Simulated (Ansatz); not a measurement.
**C2H8BNO: one species, many methods**

The task here is to estimate one member of a computed series from the others.

The runs use Ansatz 0.2.0, Gaussian basis; functionals in def2-TZVPP, the program's frozen cores in correlated methods.

The runs, in order: PBE-D4, r2SCAN-D4, PBE0-D4, B3LYP-D4, ωB97X-V, ωB97M-V, B2PLYP; CCSD(T)/def2-TZVPP; MP2/def2-QZVPP; extrapolation to the limit.

### Structure used throughout

All runs share one geometry, relaxed beforehand with PBE0-D4 in a triple-zeta def2 set.

SMILES `CB(O)CN`, 13 atoms, charge 0, spin multiplicity 1.

Atoms are counted from 1 here; the program's logs count them from 0.

Bond lengths: C1–B2 1.564 Å, C1–H6 1.094 Å, C1–H7 1.097 Å, C1–H8 1.091 Å, B2–O3 1.364 Å, B2–C4 1.583 Å, O3–H9 0.961 Å, C4–N5 1.456 Å, C4–H10 1.100 Å, C4–H11 1.107 Å, N5–H12 1.012 Å, N5–H13 1.012 Å. Angles: B2–C1–H6 110.5°, B2–C1–H7 110.2°, B2–C1–H8 112.9°, H6–C1–H7 105.6°, H6–C1–H8 109.5°, H7–C1–H8 107.8°, C1–B2–O3 117.8°, C1–B2–C4 123.1°, O3–B2–C4 119.1°, B2–O3–H9 113.5°, B2–C4–N5 114.4°, B2–C4–H10 107.0°, B2–C4–H11 107.6°, N5–C4–H10 108.3°, N5–C4–H11 114.0°, H10–C4–H11 104.8°, C4–N5–H12 111.5°, C4–N5–H13 110.8° and more.

Coordinates:

```mol
C2H8BNO
  3D, bonds by distance, orders not assigned

 13 12  0  0  0  0  0  0  0  0999 V2000
   -1.1639   -0.4349    1.1145 C   0  0
    0.2006   -0.6589    0.3838 B   0  0
    0.8997   -1.7928    0.6768 O   0  0
    0.7867    0.3527   -0.6831 C   0  0
    0.0004    1.5659   -0.8569 N   0  0
   -1.2045    0.5671    1.5523 H   0  0
   -1.9908   -0.4759    0.3944 H   0  0
   -1.3584   -1.1785    1.8886 H   0  0
    1.7236   -1.8729    0.1883 H   0  0
    1.7908    0.6385   -0.3375 H   0  0
    0.9590   -0.2110   -1.6206 H   0  0
    0.3428    2.1228   -1.6288 H   0  0
   -0.9658    1.3430   -1.0571 H   0  0
  1  2  8  0
  2  3  8  0
  2  4  8  0
  4  5  8  0
  1  6  8  0
  1  7  8  0
  1  8  8  0
  3  9  8  0
  4 10  8  0
  4 11  8  0
  5 12  8  0
  5 13  8  0
M  END
```

Set-up of the first run:

in.yaml reads:

```yaml
crystal:
  periodic: [false, false, false]
  atoms:
    - {symbol: C, position_ang: [-1.163907, -0.434863, 1.114503]}
    - {symbol: B, position_ang: [0.200647, -0.658901, 0.383788]}
    - {symbol: O, position_ang: [0.899692, -1.792821, 0.676757]}
    - {symbol: C, position_ang: [0.786670, 0.352651, -0.683119]}
    - {symbol: N, position_ang: [0.000386, 1.565866, -0.856873]}
    - {symbol: H, position_ang: [-1.204457, 0.567124, 1.552315]}
    - {symbol: H, position_ang: [-1.990758, -0.475901, 0.394394]}
    - {symbol: H, position_ang: [-1.358439, -1.178454, 1.888609]}
    - {symbol: H, position_ang: [1.723646, -1.872853, 0.188294]}
    - {symbol: H, position_ang: [1.790795, 0.638457, -0.337547]}
    - {symbol: H, position_ang: [0.958973, -0.210955, -1.620608]}
    - {symbol: H, position_ang: [0.342814, 2.122757, -1.628755]}
    - {symbol: H, position_ang: [-0.965764, 1.342996, -1.057057]}
basis:
  gaussian: {orbitals: def2-TZVPP}
hamiltonian: {xc: pbe, dispersion: d4}
output: {forces: true, orbitals: {seedname: orbitals}}
```

The run is started by

```
ansatz run in.yaml --threads 4 --pin off --events-out ev --progress --plain --max-ram 10444MiB
```

Steps of the session up to this table: PBE-D4 (GGA); r2SCAN-D4 (meta-GGA); PBE0-D4 (hybrid); B3LYP-D4 (hybrid); ωB97X-V (range-separated); ωB97M-V (range-separated); B2PLYP (double hybrid); CCSD(T) in def2-TZVPP; MP2 in def2-QZVPP.

One of the session's tables, all rows but one given; the rest of the session is left out.

| method | atomisation energy (kJ/mol) |
| --- | --- |
| PBE-D4 | 5173.3 |
| r2SCAN-D4 | 5074.2 |
| PBE0-D4 | 5084.7 |
| B3LYP-D4 | 5079.6 |
| ωB97X-V | 5073.4 |
| ωB97M-V | 5089.5 |
| B2PLYP | 5023.9 |
| HF/def2-TZVPP | 3707.5 |
| MP2/def2-TZVPP | 5007.0 |
| CCSD/def2-TZVPP | 4867.0 |
| CCSD(T)/def2-TZVPP | ? |
| MP2/CBS | 5132.1 |
| CCSD(T)/CBS | 5058.2 |

Estimate the missing values for CCSD(T)/def2-TZVPP.

**Answer.** atomisation energy (kJ/mol): 4933.1. In the column «atomisation energy (kJ/mol)» it lies between CCSD/def2-TZVPP (4867.0) and MP2/def2-TZVPP (5007.0).

Caveats from the session: Free atoms (2 C, 1 B, 1 O, 1 N, 8 H) were run apart at each level; the atomisation energy is their sum less the molecule, without zero-point or spin-orbit terms.
